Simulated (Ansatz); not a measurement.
# C3H8BNO: small, medium and large basis sets

An exercise on one series of results from a longer session: the logs are not shown, and one member is left open.

Program: Ansatz 0.2.0, Gaussian basis. Level of theory: one geometry, several basis sets. These are calculated values, not measurements.

Plan: PBE0-D4/def2-SVP; ωB97M-V/def2-SVP; PBE0-D4/def2-QZVPP; ωB97M-V/def2-QZVPP; the functionals' def2-TZVPP values are taken from earlier runs.

## The relaxed structure

The geometry comes from an earlier relaxation with PBE0-D4 in a triple-zeta def2 set; it is a stationary point, not always the lowest conformer.

SMILES `C/N=C(\C)BO`, 14 atoms, charge 0, spin multiplicity 1.

Atoms are counted from 1 here; the program's logs count them from 0.

Bond lengths: C1–N2 1.443 Å, C1–H7 1.098 Å, C1–H8 1.090 Å, C1–H9 1.098 Å, N2–C3 1.280 Å, C3–C4 1.504 Å, C3–B5 1.569 Å, C4–H10 1.089 Å, C4–H11 1.095 Å, C4–H12 1.095 Å, B5–O6 1.355 Å, B5–H13 1.198 Å, O6–H14 0.960 Å. Angles: N2–C1–H7 111.7°, N2–C1–H8 109.7°, N2–C1–H9 111.7°, H7–C1–H8 108.4°, H7–C1–H9 106.8°, H8–C1–H9 108.4°, C1–N2–C3 118.6°, N2–C3–C4 124.0°, N2–C3–B5 114.9°, C4–C3–B5 121.1°, C3–C4–H10 111.2°, C3–C4–H11 110.9°, C3–C4–H12 110.9°, H10–C4–H11 108.5°, H10–C4–H12 108.5°, H11–C4–H12 106.6°, C3–B5–O6 118.0°, C3–B5–H13 120.9° and more.

Set-up of the first run:

File in.yaml:

```yaml
crystal:
  periodic: [false, false, false]
  atoms:
    - {symbol: C, position_ang: [-0.632501, -1.993327, -0.478972]}
    - {symbol: N, position_ang: [-1.064461, -0.632627, -0.272277]}
    - {symbol: C, position_ang: [-0.187103, 0.250580, 0.025218]}
    - {symbol: C, position_ang: [1.281308, -0.038462, 0.175395]}
    - {symbol: B, position_ang: [-0.752815, 1.699096, 0.230752]}
    - {symbol: O, position_ang: [0.121338, 2.684539, 0.549857]}
    - {symbol: H, position_ang: [0.095149, -2.068003, -1.297270]}
    - {symbol: H, position_ang: [-1.491087, -2.618566, -0.723281]}
    - {symbol: H, position_ang: [-0.146838, -2.404918, 0.415118]}
    - {symbol: H, position_ang: [1.836376, 0.862882, 0.432044]}
    - {symbol: H, position_ang: [1.694854, -0.450067, -0.751180]}
    - {symbol: H, position_ang: [1.453786, -0.787537, 0.955217]}
    - {symbol: H, position_ang: [-1.923229, 1.926210, 0.108979]}
    - {symbol: H, position_ang: [-0.297879, 3.540898, 0.659500]}
basis:
  gaussian: {orbitals: def2-SVP}
hamiltonian: {xc: pbe0, dispersion: d4}
output: {orbitals: {seedname: orbitals}}
```

Among the steps run: PBE0-D4 in def2-SVP; ωB97M-V in def2-SVP; PBE0-D4 in def2-QZVPP; ωB97M-V in def2-QZVPP.

One table of the session follows, with a row left open; its other results are not shown here.

It belongs to the step «Density functionals: the series». 

| functional | basis | HOMO (eV) |
| --- | --- | --- |
| PBE0-D4 | def2-SVP | ? |
| PBE0-D4 | def2-TZVPP | -6.80 |
| PBE0-D4 | def2-QZVPP | -6.83 |
| ωB97M-V | def2-SVP | -8.92 |
| ωB97M-V | def2-TZVPP | -9.16 |
| ωB97M-V | def2-QZVPP | -9.19 |

Q: Estimate the row for PBE0-D4, def2-SVP from the others.

The run gave: HOMO (eV): -6.57. In the column «HOMO (eV)» it is the highest.
